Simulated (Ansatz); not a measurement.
# C2H7BS: basis-set convergence

The task here is to estimate one member of a computed series from the others.

Computed with Ansatz 0.2.0, Gaussian basis. Level: one geometry, several basis sets.

The runs, in order: PBE0-D4/def2-SVP; ωB97M-V/def2-SVP; PBE0-D4/def2-QZVPP; ωB97M-V/def2-QZVPP; the functionals' def2-TZVPP values are taken from earlier runs.

## The geometry

An earlier PBE0-D4 in a triple-zeta def2 set relaxation fixed the geometry.

SMILES `CB(C)S`, 11 atoms, charge 0, spin multiplicity 1.

Atoms are counted from 1 here; the program's logs count them from 0.

Bond lengths: C1–B2 1.567 Å, C1–H5 1.095 Å, C1–H6 1.098 Å, C1–H7 1.091 Å, B2–C3 1.568 Å, B2–S4 1.796 Å, C3–H8 1.091 Å, C3–H9 1.097 Å, C3–H10 1.095 Å, S4–H11 1.344 Å. Angles: B2–C1–H5 111.4°, B2–C1–H6 108.1°, B2–C1–H7 115.1°, H5–C1–H6 105.7°, H5–C1–H7 108.7°, H6–C1–H7 107.3°, C1–B2–C3 121.3°, C1–B2–S4 122.2°, C3–B2–S4 116.4°, B2–C3–H8 115.2°, B2–C3–H9 108.8°, B2–C3–H10 110.6°, H8–C3–H9 107.7°, H8–C3–H10 108.5°, H9–C3–H10 105.6°, B2–S4–H11 99.1°.

Set-up of the first run:

File in.yaml:

```yaml
crystal:
  periodic: [false, false, false]
  atoms:
    - {symbol: C, position_ang: [0.072085, 0.971986, -0.907275]}
    - {symbol: B, position_ang: [-0.166075, -0.303349, -0.028782]}
    - {symbol: C, position_ang: [0.485689, -0.448713, 1.390330]}
    - {symbol: S, position_ang: [-1.209096, -1.660495, -0.572539]}
    - {symbol: H, position_ang: [1.111733, 1.308953, -0.847402]}
    - {symbol: H, position_ang: [-0.529856, 1.790530, -0.491436]}
    - {symbol: H, position_ang: [-0.202088, 0.868627, -1.958560]}
    - {symbol: H, position_ang: [0.137941, -1.301714, 1.975470]}
    - {symbol: H, position_ang: [1.571823, -0.546207, 1.271535]}
    - {symbol: H, position_ang: [0.333900, 0.461993, 1.979404]}
    - {symbol: H, position_ang: [-1.540657, -1.198513, -1.790145]}
basis:
  gaussian: {orbitals: def2-SVP}
hamiltonian: {xc: pbe0, dispersion: d4}
output: {orbitals: {seedname: orbitals}}
```

Steps of the session up to this table: PBE0-D4 in def2-SVP; ωB97M-V in def2-SVP; PBE0-D4 in def2-QZVPP; ωB97M-V in def2-QZVPP.

One of the session's tables, all rows but one given; the rest of the session is left out.

It belongs to the step «Density functionals: the series». 

```
functional       basis  HOMO (eV)  LUMO (eV)
   PBE0-D4    def2-SVP      -7.72      -0.15
   PBE0-D4  def2-TZVPP      -7.83      -0.34
   PBE0-D4  def2-QZVPP      -7.85      -0.40
   ωB97M-V    def2-SVP          ?          ?
   ωB97M-V  def2-TZVPP     -10.03       1.68
   ωB97M-V  def2-QZVPP     -10.05       1.56
```

Estimate the missing values for ωB97M-V, def2-SVP.

The run gave: HOMO (eV): -9.88; LUMO (eV): 1.92. In the column «HOMO (eV)» it lies between ωB97M-V, def2-TZVPP (-10.03) and PBE0-D4, def2-QZVPP (-7.85).
